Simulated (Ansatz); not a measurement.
# Cu: the cost of one run

Computed with the Python package of Ansatz 0.2.0. The levels of theory stand in the script.

**1. The system**

The structure is tetragonal, space group I4/mmm (No. 139). The conventional cell has a = 2.886 Å, b = 2.886 Å, c = 2.752 Å, α = 90.00°, β = 90.00°, γ = 90.00°. Cu (site symmetry 4/mmm) has 10 Cu at 2.46 to 2.75 Å as nearest neighbours.

No structure file is read: the coordinates are typed or built in the script.

**2. The code**

The input, cu_paw_lapw.py:

```python
# -*- coding: utf-8 -*-
import ansatz
import numpy as np

FUNCTIONAL = "LDA"
KGRID = (14, 14, 14)
SIGMA = 0.1


def count_gap(report):
    # lowest empty less highest filled band, counting bands; zero where they overlap
    return max(report.get("gap_by_band_count_ev") or 0.0, 0.0)

structure = (
    ansatz.Lattice.of((-1.44279, 1.44279, 1.37608), (1.44279, -1.44279, 1.37608), (1.44279, 1.44279, -1.37608))
    .atom("Cu", (0.0, 0.0, 0.0))
)

calc = (
    structure.calculation()
    .functional(FUNCTIONAL)
    .kpoints(*KGRID)
    .occupations(ansatz.OccupationsMethod.FERMI_DIRAC, width=SIGMA)
    .stress()
    .forces()
    .band_table()
)
variants = {
    "PAW": calc.pseudopotentials("paw"),
    "LAPW": calc.pseudopotentials("all_electron", lapw=True),
}
rows = []
for label, variant in variants.items():
    r = variant.run(threads=1).report
    levels = np.array(r["eigenvalues_ev"][0]) - r["fermi_energy_ev"]
    print(label, "levels at the first k-point near E_F:", np.round(levels[np.abs(levels) < 5], 3))
    rows.append((label, r["n_electrons"], np.trace(r["stress_gpa"]) / 3, count_gap(r)))
lines = [",".join(["treatment", "electrons in bands", "P GPa", "gap by band count eV"])] + [",".join(f"{v:.4f}" if isinstance(v, float) else str(v) for v in row) for row in rows]
print("\n".join(lines))
with open("paw_lapw.csv", "w") as handle:
    handle.write("\n".join(lines) + "\n")
```

**3. The input behind the calls**

The package turns the script's settings into the engine's input (first run):

```yaml
crystal:
  lattice:
    - [-1.44279, 1.44279, 1.37608]
    - [1.44279, -1.44279, 1.37608]
    - [1.44279, 1.44279, -1.37608]
  atoms:
    - { symbol: Cu, position: [0.0, 0.0, 0.0] }
kpoints:
  mp_grid:
    grid: [14, 14, 14]
hamiltonian:
  xc: lda
  pseudopotentials:
    kind: paw
scf:
  occupations:
    method: fermi_dirac
    width: 0.1
output:
  forces: true
  stress: true
  eigenvalues: true
```

**4. Running it**

Command:

```bash
> python cu_paw_lapw.py
```

Q: Estimate wall time and peak memory on 1 thread of Arm Neoverse V2, shared host.

About 20 s, with a peak of 0.56 GiB.
